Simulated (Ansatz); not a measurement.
**The cluster Be₈+: geometry, orbitals and charge**

Aim: characterise the cluster Be₈+ as a doublet: its structure, frontier levels and distribution of charge and spin.

Method: UKS PBE0/def2-TZVP; program: Ansatz 0.2.0, Gaussian basis.

The runs, in order: relaxation at r2SCAN/def2-SVP; a search for the lowest solution at PBE0/def2-SVP; a single point at PBE0/def2-TZVP; harmonic vibrations at r2SCAN/def2-SVP.

2 further runs of the same task are left out: 2 set aside as unsound or not needed.

**1. The system as given**

8 atoms, charge 1, spin multiplicity 2.

Atoms are counted from 1 here; the program's logs count them from 0.

Bond lengths: Be1–Be2 2.071 Å, Be1–Be3 2.127 Å, Be1–Be4 2.005 Å, Be1–Be7 2.057 Å, Be1–Be8 1.989 Å, Be2–Be3 1.987 Å, Be2–Be5 1.955 Å, Be2–Be7 2.006 Å, Be3–Be5 2.004 Å, Be3–Be6 2.056 Å, Be3–Be8 2.072 Å, Be4–Be6 1.992 Å, Be4–Be7 2.072 Å, Be4–Be8 1.956 Å, Be5–Be6 2.074 Å, Be5–Be7 1.992 Å, Be6–Be7 2.118 Å, Be6–Be8 2.006 Å. Angles: Be2–Be1–Be3 56.5°, Be2–Be1–Be4 116.9°, Be2–Be1–Be7 58.1°, Be2–Be1–Be8 115.5°, Be3–Be1–Be4 96.4°, Be3–Be1–Be7 78.8°, Be3–Be1–Be8 60.3°, Be4–Be1–Be7 61.3°, Be4–Be1–Be8 58.6°, Be7–Be1–Be8 99.0°, Be1–Be2–Be3 63.2°, Be1–Be2–Be5 99.9°, Be1–Be2–Be7 60.6°, Be3–Be2–Be5 61.1°, Be3–Be2–Be7 83.4°, Be5–Be2–Be7 60.4°, Be1–Be3–Be2 60.3°, Be1–Be3–Be5 96.5° and more.

Coordinates:

```
atom     x (Å)     y (Å)     z (Å)
 Be1  -1.27448  -0.47456   0.36074
 Be2   0.35604  -1.73631   0.55985
 Be3   0.55048   0.10164   1.28936
 Be4  -1.20391   0.86929  -1.12579
 Be5   1.76436  -0.58218  -0.15078
 Be6   0.66041   1.14187  -0.48035
 Be7   0.06415  -0.76888  -1.17267
 Be8  -0.91705   1.44913   0.71965
```

The ion is computed in the gas phase, without counter-ions or solvent.

The start is a GFN2-xTB geometry.

**2. Optimising with r2SCAN/def2-SVP**

File in.yaml:

```yaml
crystal:
  periodic: [false, false, false]
  atoms:
    - {symbol: Be, position_ang: [-1.274480, -0.474560, 0.360740]}
    - {symbol: Be, position_ang: [0.356040, -1.736310, 0.559850]}
    - {symbol: Be, position_ang: [0.550480, 0.101640, 1.289360]}
    - {symbol: Be, position_ang: [-1.203910, 0.869290, -1.125790]}
    - {symbol: Be, position_ang: [1.764360, -0.582180, -0.150780]}
    - {symbol: Be, position_ang: [0.660410, 1.141870, -0.480350]}
    - {symbol: Be, position_ang: [0.064150, -0.768880, -1.172670]}
    - {symbol: Be, position_ang: [-0.917050, 1.449130, 0.719650]}
basis:
  gaussian: {orbitals: def2-SVP}
total_charge: 1
magnetization: {spin_polarized: true, initial_magnetization: 1}
hamiltonian: {xc: r2scan}
scf: {omitted_lower_state_checks: [starts]}
output: {orbitals: {seedname: orbitals}}
relax: {f_tol: 0.02, max_steps: 100}
```

Launch:

```sh
$ ansatz run in.yaml --threads 4 --pin off --events-out ev --progress --plain --max-ram 3916MiB
```

After this run come: Searching for the lowest solution, PBE0/def2-SVP; Single point, PBE0/def2-TZVP; Vibrations by finite differences.

Before running them: what should the planned runs give, taken together? Wanted: point group; commonest bond; HOMO, LUMO at PBE0/def2-TZVP; ⟨S²⟩; lowest, highest wavenumber.

**Answer**, as computed:

| quantity | value |
| --- | --- |
| point group | D2 |
| commonest bond | Be–Be, 12 of mean length 2.092 Å |
| HOMO, LUMO at PBE0/def2-TZVP (over both spins) | -9.68, -7.68 eV |
| ⟨S²⟩ | 1.303 |
| lowest, highest wavenumber | 260, 702 cm⁻¹ |

The molecule keeps its bonding pattern by the stored test; the atoms moved 0.14 Å (rms). All wavenumbers are real: a minimum at this level. Doubts on the single point: spin contamination. Whether this spin is the lowest isn't tested here.
